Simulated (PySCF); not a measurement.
# CH5GeNO2: the cost of one run

Computed with PySCF 2.14.0, with density-fitted response routines of our own, on a single molecule in the gas phase. Atoms count from 0, in the outputs and in this text.

## 1. The molecule as given

10 atoms, charge 0, multiplicity 1; geometry from: GFN2-xTB. The atoms were then displaced at random by about 0.01 Å, so the start is not that level's minimum.

Bonds of the start (Å): N0–Ge1 1.78, Ge1–C2 1.99, C2–O3 1.23, C2–O4 1.35, N0–H5 1.03, N0–H6 1.03, Ge1–H7 1.48, Ge1–H8 1.48, O4–H9 0.98.

## 2. Relaxing the molecule at PBE0-D3(BJ)/def2-SVP

The job: settings as JSON, then the geometry in Å.

```
{"job": {"xc": "PBE0", "basis": "def2-SVP", "d3": "d3bj", "grid": 1, "shake": 0.01, "kind": "geom"}, "charge": 0, "multiplicity": 1}
N     -1.668630     0.740670    -0.404920
Ge    -0.684170    -0.658060     0.087290
C      1.192690    -0.147060     0.505420
O      1.689070     0.178730     1.578110
O      1.937930    -0.160080    -0.614660
H     -1.428280     1.227330    -1.274690
H     -1.822730     1.477280     0.294380
H     -1.333550    -1.212650     1.299020
H     -0.691310    -1.579860    -1.065280
H      2.859410     0.112780    -0.425740
```

On the command line:

```bash
> OMP_NUM_THREADS=1 python probes_run.py task.json out
```

This one command runs all jobs of the session in turn.

Q: Estimate the wall time and peak memory of this first job on 1 thread of Arm Neoverse V2, shared host.

About 49 s, with a peak of 0.46 GiB.
